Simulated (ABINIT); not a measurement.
# TaAs (I4_1md) in ABINIT: band structure with PBEsol

Aim: the band structure of TaAs with PBEsol.

All numbers are computed with ABINIT 10.8.3 (patched build); they aren't measurements. Logs are shortened: lines on timing, memory, paths and dates and some standing lists are left out, and cuts for length are marked. The log counts tension as positive stress, the text compression.

### Step 1. The crystal as given

It takes space group I4_1md (No. 109, tetragonal). The conventional cell has a = 3.444 Å, b = 3.444 Å, c = 11.736 Å, α = 90.00°, β = 90.00°, γ = 90.00°. Ta (site symmetry 2mm) has 6 As at 2.61 to 2.62 Å as nearest neighbours. As (site symmetry 2mm) is surrounded by 6 Ta at 2.61 to 2.62 Å.

The cell is a database's computed one.

### Step 2. Band structure, PBEsol

run.abi reads:

```
# Datasets: ground state, then fixed potential
ndtset 2

# Pseudopotentials
pp_dirpath "./"
pseudos "Ta.GGA_PBE-JTH.xml, As.GGA_PBE-JTH.xml"

# Structure
acell 3*1.0 Angstrom
rprim
    -1.7218133622     1.7218133622     5.8679415361
     1.7218133622    -1.7218133622     5.8679415361
     1.7218133622     1.7218133622    -5.8679415361
ntypat 2
znucl 73 33
natom 4
typat 1 1 2 2
xred
     0.4999673000     0.4999673000     0.0000000000
     0.2499673000     0.7499673000     0.5000000000
     0.0826321200     0.0826321200     0.0000000000
     0.8326321200     0.3326321200     0.5000000000

# Plane-wave basis
ecut 19.0
pawecutdg 38.0
pawxcdev 0

# Exchange and correlation
ixc -116133

# Bands and occupations
occopt 3
tsmear 0.00183747

# SCF cycle
nstep 100

# Output
iomode 3
prtwf 0
prteig 0
prtebands 0
prtden1 1

# Dataset 1
kptopt1 1
ngkpt1 11 11 11
nshiftk1 1
shiftk1 0.0 0.0 0.0
nband1 34
tolvrs1 1.0e-9

# Dataset 2: bands along G-X-Y-S-G-Z-S1-N-P-Y1-Z
iscf2 -2
getden2 1
nband2 40
nbdbuf2 4
tolwfr2 1.0e-11
kptopt2 -10
ndivsm2 8
prteig2 1
prtvol2 -3
kptbounds2
     0.0000000000     0.0000000000     0.0000000000
    -0.5000000000     0.5000000000     0.0000000000
    -0.5000000000     0.5000000000    -0.0430497462
    -0.2715248731     0.2715248731    -0.2715248731
     0.0000000000     0.0000000000     0.0000000000
     0.5000000000     0.5000000000    -0.5000000000
     0.2715248731     0.7284751269    -0.7284751269
     0.0000000000     0.5000000000    -0.5000000000
    -0.2500000000     0.7500000000    -0.2500000000
     0.0430497462     0.9569502538    -0.5000000000
     0.5000000000     0.5000000000    -0.5000000000
```

Potentials or basis: JTH PAW PBE v2.0.

Started as:

```console
$ abinit run.abi > log 2>&1
```

run.abo:

```text
.Version 10.8.3 of ABINIT
 DATASET    1 : space group I4_1 m d (#109); Bravais tI (body-center tetrag.)
================================================================================
 Values of the parameters that define the memory need for DATASET  1.
     intxc =       0    ionmov =       0      iscf =      17    lmnmax =      18
     lnmax =       6     mgfft =      48  mpssoang =       3    mqgrid =    3001
     natom =       4  nloc_mem =       2    nspden =       1   nspinor =       1
    nsppol =       1      nsym =       8    n1xccc =       1    ntypat =       2
    occopt =       3   xclevel =       2
       mpw =        1883          nfft =      110592          nkpt =         126
 PAW method is used; the additional fine FFT grid is defined by:
   mgfftf=        72    nfftf =    373248
================================================================================
================================================================================

 DATASET    2 : space group I4_1 m d (#109); Bravais tI (body-center tetrag.)
================================================================================
 Values of the parameters that define the memory need for DATASET  2.
     intxc =       0    ionmov =       0      iscf =      -2    lmnmax =      18
     lnmax =       6     mgfft =      48  mpssoang =       3    mqgrid =    3001
     natom =       4  nloc_mem =       2    nspden =       1   nspinor =       1
    nsppol =       1      nsym =       8    n1xccc =       1    ntypat =       2
    occopt =       3   xclevel =       2
       mpw =        1886          nfft =      110592          nkpt =         524
 PAW method is used; the additional fine FFT grid is defined by:
   mgfftf=        72    nfftf =    373248
================================================================================
================================================================================

--------------------------------------------------------------------------------
------------- Echo of variables that govern the present computation ------------
--------------------------------------------------------------------------------
 -outvars: echo values of preprocessed input variables --------
            acell      1.8897261259E+00  1.8897261259E+00  1.8897261259E+00 Bohr
              amu      1.80947900E+02  7.49215900E+01
             ecut      1.90000000E+01 Hartree
           getden1          0
           getden2          1
             iscf1         17
             iscf2         -2
              ixc     -116133
           jdtset        1    2
           kptopt1          1
           kptopt2        -10
         kptrlatt       11    0    0      0   11    0      0    0   11
          kptrlen1     7.15826253E+01
          kptrlen2     3.00000000E+01
            natom           4
            nband1         34
            nband2         40
           nbdbuf1          0
           nbdbuf2          4
           ndtset           2
           ndivsm1          0
           ndivsm2          8
            ngfft          48      48      48
          ngfftdg          72      72      72
             nkpt1        126
             nkpt2        524
            nstep         100
             nsym           8
           ntypat           2
           occopt           3
        pawecutdg      3.80000000E+01 Hartree
         pawxcdev           0
        prtebands           0
           prteig1          0
           prteig2          1
           prtvol1          0
           prtvol2         -3
            prtwf           0
            rprim     -1.7218133622E+00  1.7218133622E+00  5.8679415361E+00
                       1.7218133622E+00 -1.7218133622E+00  5.8679415361E+00
                       1.7218133622E+00  1.7218133622E+00 -5.8679415361E+00
           shiftk1     0.00000000E+00  0.00000000E+00  0.00000000E+00
           shiftk2     5.00000000E-01  5.00000000E-01  5.00000000E-01
          spgroup         109
           tolvrs1     1.00000000E-09
           tolvrs2     0.00000000E+00
           tolwfr1     0.00000000E+00
           tolwfr2     1.00000000E-11
           tsmear      1.83747000E-03 Hartree
            typat      1  1  2  2
           useylm           1
[... 172 lines left out ...]
 cartesian forces (eV/Angstrom) at end:
    1      0.00000000000000    -0.00000000000000     0.02303562919983
    2      0.00000000000000     0.00000000000000     0.02303562919983
    3     -0.00000000000000     0.00000000000000    -0.02303562919983
    4      0.00000000000000     0.00000000000000    -0.02303562919983
 frms,max,avg= 1.3299627E-02 2.3035629E-02   0.000E+00  0.000E+00 -2.648E-05 e/A
 length scales=  1.889726125908  1.889726125908  1.889726125908 bohr
              =  1.000000000000  1.000000000000  1.000000000000 angstroms
 Fermi (or HOMO) energy (hartree) =   0.18783   Average Vxc (hartree)=  -0.43637
 Eigenvalues (hartree) for nkpt= 126  k points:
 kpt#   1, nband= 34, wtk=  0.00075, kpt=  0.0000  0.0000  0.0000 (reduced coord)
  -2.32459   -2.32422   -1.12276   -1.12276   -1.12167   -1.12140   -1.12101   -1.12101
  -1.12083   -1.12077   -1.12073   -1.12052   -1.09539   -1.09289   -1.09289   -1.08830
  -1.08830   -1.08631   -0.32674   -0.23463   -0.06886    0.07327    0.09732    0.09732
   0.10143    0.11598    0.12812    0.12812    0.22182    0.24598    0.27311    0.30189
   0.30189    0.31130
      occupation numbers for kpt#   1
   2.00000    2.00000    2.00000    2.00000    2.00000    2.00000    2.00000    2.00000
   2.00000    2.00000    2.00000    2.00000    2.00000    2.00000    2.00000    2.00000
   2.00000    2.00000    2.00000    2.00000    2.00000    2.00000    2.00000    2.00000
   2.00000    2.00000    2.00000    2.00000    0.00000    0.00000    0.00000    0.00000
   0.00000    0.00000
 prteigrs : prtvol=0 or 1, do not print more k-points.

--- !EnergyTerms
iteration_state     : {dtset: 1, }
comment             : Components of total free energy in Hartree
kinetic             :  2.00888152212860E+01
hartree             :  7.62197803970616E+01
xc                  : -2.05610513777759E+01
Ewald energy        : -2.27827661807363E+02
psp_core            :  2.39329142687526E+01
local_psp           : -1.81367294431126E+02
PAW spherical_terms : -3.63222478039543E+01
internal            : -3.45836745533119E+02
'-kT*entropy'       : -1.73212084907312E-04
total_energy        : -3.45836918745203E+02
total_energy_eV     : -9.41070197409568E+03
...

--- !EnergyTermsDC
iteration_state     : {dtset: 1, }
comment             : '"Double-counting" decomposition of free energy'
band_energy         : -4.48023176333415E+01
Ewald energy        : -2.27827661807363E+02
psp_core            :  2.39329142687526E+01
xc_dc               : -8.30441160880659E+01
PAW spherical_terms : -1.40955688765641E+01
internal            : -3.45836750136582E+02
'-kT*entropy'       : -1.73212084907312E-04
total_energy_dc     : -3.45836923348667E+02
total_energy_dc_eV  : -9.41070209936229E+03
...

--- !EnergyTermsWithPAWCore
iteration_state     : {dtset: 1, }
comment             : 'Components of total free energy, including PAW core contributions'
Total energy        : -3.57195485943558E+04
Total energy DC     : -3.57195485989592E+04
Total energy (eV)   : -9.71978433333102E+05
Total energy DC (eV): -9.71978433458369E+05
...

 Cartesian components of stress tensor (hartree/bohr^3)
  sigma(1 1)=  1.19877176E-04  sigma(3 2)=  0.00000000E+00
  sigma(2 2)=  1.19877176E-04  sigma(3 1)=  0.00000000E+00
  sigma(3 3)=  1.41482506E-04  sigma(2 1)=  0.00000000E+00

-Cartesian components of stress tensor (GPa)         [Pressure= -3.7388E+00 GPa]
- sigma(1 1)=  3.52690828E+00  sigma(3 2)=  0.00000000E+00
- sigma(2 2)=  3.52690828E+00  sigma(3 1)=  0.00000000E+00
- sigma(3 3)=  4.16255903E+00  sigma(2 1)=  0.00000000E+00

================================================================================
== DATASET  2 ==================================================================

--- !DatasetInfo
iteration_state: {dtset: 2, }
dimensions: {natom: 4, nkpt: 524, mband: 40, nsppol: 1, nspinor: 1, nspden: 1, mpw: 1886, }
cutoff_energies: {ecut:  19.0, pawecutdg:  38.0, }
electrons: {nelect:   5.60000000E+01, charge:   0.00000000E+00, occopt:   3.00000000E+00, tsmear:   1.83747000E-03, }
meta: {optdriver: 0, ionmov: 0, optcell: 0, iscf: -2, paral_kgb: 0, }
...

 mkfilename : getden/=0, take file _DEN from output of DATASET   1.

 Real(R)+Recip(G) space primitive vectors, cartesian coordinates (Bohr,Bohr^-1):
 R(1)= -3.2537557  3.2537557 11.0888024  G(1)=  0.0000000  0.1536686  0.0450905
 R(2)=  3.2537557 -3.2537557 11.0888024  G(2)=  0.1536686  0.0000000  0.0450905
 R(3)=  3.2537557  3.2537557-11.0888024  G(3)=  0.1536686  0.1536686  0.0000000
 Unit cell volume ucvol=  4.6958533E+02 bohr^3
 Angles (23,13,12)=  1.48550184E+02  1.48550184E+02  4.50738359E+01 degrees

 Coarse grid specifications (used for wave-functions):

 getcut: wavevector=  0.0000  0.0000  0.0000  ngfft=  48  48  48
         ecut(hartree)=     19.000   => boxcut(ratio)=   2.04059

 Fine grid specifications (used for densities):

 getcut: wavevector=  0.0000  0.0000  0.0000  ngfft=  72  72  72
         ecut(hartree)=     38.000   => boxcut(ratio)=   2.16173
--------------------------------------------------------------------------------

================================================================================
 Non-SCF case, kpt    1 (  0.00000  0.00000  0.00000), residuals and eigenvalues=
  4.44E-12  5.09E-12  8.45E-12  5.63E-12  9.85E-12  3.73E-12  8.31E-12  6.73E-12
  9.40E-12  6.28E-12  4.01E-12  9.30E-12  5.08E-12  4.41E-12  7.88E-12  6.17E-12
  4.61E-12  6.38E-12  8.66E-12  8.32E-12  7.44E-12  5.14E-12  2.69E-12  3.37E-12
  6.45E-12  3.16E-12  2.33E-12  5.70E-12  5.45E-12  7.97E-12  6.17E-12  6.13E-12
  6.23E-12  3.15E-12  7.19E-12  2.70E-12  3.30E-12  3.47E-12  2.41E-10  1.49E-06
 -2.3246E+00 -2.3242E+00 -1.1228E+00 -1.1228E+00 -1.1217E+00 -1.1214E+00
 -1.1210E+00 -1.1210E+00 -1.1208E+00 -1.1208E+00 -1.1207E+00 -1.1205E+00
 -1.0954E+00 -1.0929E+00 -1.0929E+00 -1.0883E+00 -1.0883E+00 -1.0863E+00
 -3.2674E-01 -2.3463E-01 -6.8858E-02  7.3268E-02  9.7322E-02  9.7322E-02
  1.0143E-01  1.1598E-01  1.2812E-01  1.2812E-01  2.2182E-01  2.4599E-01
[... 5074 lines left out ...]
  9.90E-12  7.48E-12  7.97E-12  7.01E-12  8.06E-12  8.82E-12  4.11E-12  6.02E-12
  6.94E-12  3.13E-12  7.12E-12  3.17E-12  5.28E-12  4.74E-12  4.62E-12  3.43E-12
  7.84E-12  2.38E-12  2.24E-12  8.84E-12  4.42E-12  6.46E-12  5.28E-12  3.17E-12
  9.02E-12  3.22E-12  8.38E-12  4.08E-12  1.27E-10  1.18E-07  8.45E-07  2.43E-05
 -2.3242E+00 -2.3241E+00 -1.1241E+00 -1.1233E+00 -1.1224E+00 -1.1220E+00
 -1.1214E+00 -1.1211E+00 -1.1207E+00 -1.1206E+00 -1.1202E+00 -1.1202E+00
 -1.0988E+00 -1.0960E+00 -1.0929E+00 -1.0905E+00 -1.0893E+00 -1.0870E+00
 -2.3302E-01 -2.2368E-01 -4.3364E-02 -2.6097E-02  1.4757E-02  3.5438E-02
  7.0488E-02  7.4440E-02  1.3967E-01  1.5120E-01  2.4149E-01  2.8209E-01
  2.8650E-01  2.9977E-01  3.1204E-01  3.2066E-01  3.6530E-01  3.7456E-01
  4.1446E-01  4.6684E-01  4.7757E-01  5.1557E-01
 Non-SCF case, kpt  393 ( -0.15530  0.65530 -0.34470), residuals and eigenvalues=
  8.08E-12  6.90E-12  9.74E-12  8.70E-12  5.35E-12  7.34E-12  3.82E-12  2.95E-12
  3.84E-12  5.77E-12  3.81E-12  7.28E-12  6.29E-12  7.99E-12  8.84E-12  5.62E-12
  6.03E-12  5.92E-12  6.69E-12  2.52
```

Wall time 44 min (1 thread of Arm Neoverse V2, shared host); peak memory 0.83 GiB.

What came out:

```yaml
Free_energy: -9410.7021 eV
Pressure: -3.7 GPa
Largest_force: 0.023 eV/Å
Band_gap_on_the_k_mesh: none (metal or under the smearing width)
Valence_electrons_inside_the_program's_atomic_spheres: Ta 10.56; As 12.82
```

Forces on the atoms (eV/Å):
```
Ta   0.000  0.000  0.023
Ta   0.000  0.000  0.023
As   0.000  0.000 -0.023
As   0.000  0.000 -0.023
```

Stress tensor (GPa, compression positive):
```
-3.53  0.00  0.00
 0.00 -3.53  0.00
 0.00  0.00 -4.16
```

Levels at the corners of the path, in eV from the Fermi level:
| point | band 24 | band 25 | band 26 | band 27 | band 28 | band 29 | band 30 | band 31 | band 32 | band 33 |
| --- | --- | --- | --- | --- | --- | --- | --- | --- | --- | --- |
| Γ | -2.46 | -2.35 | -1.96 | -1.62 | -1.62 | 0.92 | 1.58 | 2.32 | 3.10 | 3.10 |
| X | -5.08 | -3.20 | -3.20 | -1.12 | -1.12 | 2.81 | 2.81 | 3.08 | 3.08 | 3.78 |
| Y | -5.02 | -3.17 | -3.17 | -1.14 | -1.14 | 2.65 | 2.65 | 2.98 | 2.98 | 3.75 |
| S | -3.38 | -2.42 | -2.40 | -1.76 | -0.09 | 0.08 | 1.71 | 2.13 | 2.52 | 2.89 |
| Γ | -2.46 | -2.35 | -1.96 | -1.62 | -1.62 | 0.92 | 1.58 | 2.32 | 3.10 | 3.10 |
| Z | -2.87 | -2.80 | -2.80 | -0.91 | -0.91 | 1.24 | 1.24 | 2.29 | 2.29 | 3.06 |
| S1 | -3.38 | -2.42 | -2.40 | -1.76 | -0.09 | 0.08 | 1.71 | 2.13 | 2.52 | 2.89 |
| N | -3.41 | -2.42 | -2.32 | -1.58 | -0.27 | 0.14 | 1.38 | 2.24 | 2.46 | 3.06 |
| P | -5.05 | -3.21 | -3.21 | -1.12 | -1.12 | 2.82 | 2.82 | 3.07 | 3.07 | 3.78 |
| Y1 | -5.02 | -3.17 | -3.17 | -1.14 | -1.14 | 2.65 | 2.65 | 2.98 | 2.98 | 3.75 |
| Z | -2.87 | -2.80 | -2.80 | -0.91 | -0.91 | 1.24 | 1.24 | 2.29 | 2.29 | 3.06 |

Caveat: the PAW data sets were made with another functional, which shifts forces and pressure a little; spin-orbit coupling is left out, which moves the levels of the heavy elements.

### Step 3. For comparison

An earlier run on the cell as given: functional PBEsol; potentials or basis JTH PAW PBE v2.0; cutoff 517 eV; k mesh 11 × 11 × 11; occupations fermi-dirac, width 0.05 eV; no spin polarisation.

- Pressure: -3.7 GPa
- Largest force: 0.023 eV/Å
- Band gap on the k mesh: none (metal or under the smearing width)
- Valence electrons inside the program's atomic spheres: Ta 10.56; As 12.82
